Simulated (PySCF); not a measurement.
**Tl2: other functionals and bases at one geometry**

Aim: see how levels, charges and forces of Tl2 depend on the level of theory. It is a constructed species; whether it can be made isn't addressed.

The runs use PySCF 2.14.0; several levels, as the steps say, no spin–orbit coupling.

2 further runs of the same task are left out: 2 for a known fault of the program.

### 1 Starting geometry

2 atoms, charge 0, spin multiplicity 3.

Bond lengths: Tl1–Tl2 3.204 Å.

As a file:

```xyz
2
charge 0, multiplicity 3
Tl    0.0000    0.0000    1.6019
Tl    0.0000    0.0000   -1.6019
```

An earlier session relaxed this geometry at B3LYP, Tl def2-SVP with ECP60 (triplet, point group D∞h).

At B3LYP on the finer grid: E = -345.165728 Eh, HOMO -3.58 eV, LUMO -2.57 eV (over both spins), ⟨S²⟩ = 2.002, Mulliken charge on Tl1 +0.00 e, largest force component 0.006 eV/Å. 

Levels to run: TPSS; CAM-B3LYP; PBE; r2SCAN; B3LYP, TZVP; B3LYP, x2c-SVP. Hardware: 2 threads of Arm Neoverse V1, shared host.

### 2 TPSS

run.py (the lines that set the calculation)

```python
mol = gto.M(atom='''
Tl     0.00000     0.00000     1.60189
Tl     0.00000     0.00000    -1.60189''',
    basis={'Tl': 'def2-SVP'},
    ecp={'Tl': 'def2-SVP'},
    charge=0, spin=2)
mf = dft.UKS(mol, xc='TPSS')
mf.grids.atom_grid = (75, 302)
mf = mf.density_fit()  # fitting sets: Tl def2-universal-JKFIT
mf.conv_tol = 1e-08; mf.max_cycle = 55
mf.kernel(dm0)  # dm0: the density of the relaxed state
```

Run with:

```bash
> OMP_NUM_THREADS=2 python run.py
```

### 3 CAM-B3LYP

run.py (the lines that set the calculation), as its differences from that of step 2:

```diff
@@ -6,3 +6,3 @@
     charge=0, spin=2)
-mf = dft.UKS(mol, xc='TPSS')
+mf = dft.UKS(mol, xc='CAMB3LYP')
 mf.grids.atom_grid = (75, 302)
```

### 4 PBE

run.py (the lines that set the calculation), as its differences from that of step 3:

```diff
@@ -6,3 +6,3 @@
     charge=0, spin=2)
-mf = dft.UKS(mol, xc='CAMB3LYP')
+mf = dft.UKS(mol, xc='PBE')
 mf.grids.atom_grid = (75, 302)
```

### 5 r2SCAN

run.py (the lines that set the calculation), as its differences from that of step 4:

```diff
@@ -6,3 +6,3 @@
     charge=0, spin=2)
-mf = dft.UKS(mol, xc='PBE')
+mf = dft.UKS(mol, xc='R2SCAN')
 mf.grids.atom_grid = (75, 302)
```

### 6 B3LYP, TZVP

Basis: Tl def2-TZVP with ECP60. 

run.py (the lines that set the calculation)

```python
mol = gto.M(atom='''
Tl     0.00000     0.00000     1.60189
Tl     0.00000     0.00000    -1.60189''',
    basis={'Tl': 'def2-TZVP'},
    ecp={'Tl': 'def2-TZVP'},
    charge=0, spin=2)
mf = dft.UKS(mol, xc='B3LYP')
mf.grids.atom_grid = (75, 302)
mf = mf.density_fit()  # fitting sets: Tl def2-universal-JKFIT
mf.conv_tol = 1e-08; mf.max_cycle = 55
mf.kernel(dm0)  # dm0: free metal ions and neutral atoms
```

### 7 B3LYP, x2c-SVP

Basis: Tl x2c-SVPall. All electrons are treated, with the spin-free X2C Hamiltonian.

run.py (the lines that set the calculation)

```python
mol = gto.M(atom='''
Tl     0.00000     0.00000     1.60189
Tl     0.00000     0.00000    -1.60189''',
    basis={'Tl': 'x2c-SVPall'},
    nucmod='G',
    charge=0, spin=2)
mf = dft.UKS(mol, xc='B3LYP')
mf.grids.atom_grid = (99, 590)
mf = mf.density_fit()  # fitting sets: Tl AutoAux
mf = mf.sfx2c1e()
mf.conv_tol = 1e-08; mf.max_cycle = 55
mf.kernel(dm0)  # dm0: free metal ions and neutral atoms
```

Q: Predict the outcome of this session. Wanted: for each run, HOMO; gap; charge on Tl1; dipole; largest force.

**Answer**, as computed:

| level | state | HOMO (eV) | gap (eV) | charge on Tl1 (e) | dipole (D) | largest force (eV/Å) | basis functions | time |
| --- | --- | --- | --- | --- | --- | --- | --- | --- |
| B3LYP (relaxed here) | triplet | -3.58 | 1.01 | 0.00 | 0.00 | 0.01 | 52 | 2.6 s |
| TPSS | triplet | -3.11 | 0.20 | 0.00 | 0.00 | 0.07 | 52 | 1.8 s |
| CAM-B3LYP | triplet | -4.52 | 3.04 | 0.00 | 0.00 | 0.21 | 52 | 1.9 s |
| PBE | triplet | -3.15 | 0.09 | 0.00 | 0.00 | 0.01 | 52 | 1.3 s |
| r2SCAN | triplet | -3.38 | 0.48 | 0.00 | 0.00 | 0.14 | 52 | 1.8 s |
| B3LYP, TZVP | triplet | -3.59 | 1.02 | 0.00 | 0.00 | 0.05 | 100 | 4.1 s |
| B3LYP, x2c-SVP | triplet | -3.57 | 1.02 | 0.00 | 0.00 | 0.06 | 124 | 31 s |

Times are on 2 threads of Arm Neoverse V1, shared host; the first row also made further properties.

In one basis the HOMO–LUMO gap runs from 0.09 eV (PBE) to 3.04 eV (CAM-B3LYP). The largest leftover force, 0.21 eV/Å with CAM-B3LYP, stands at a geometry relaxed at another level. Total energies of different levels can't be compared. Spin–orbit coupling is left out throughout.
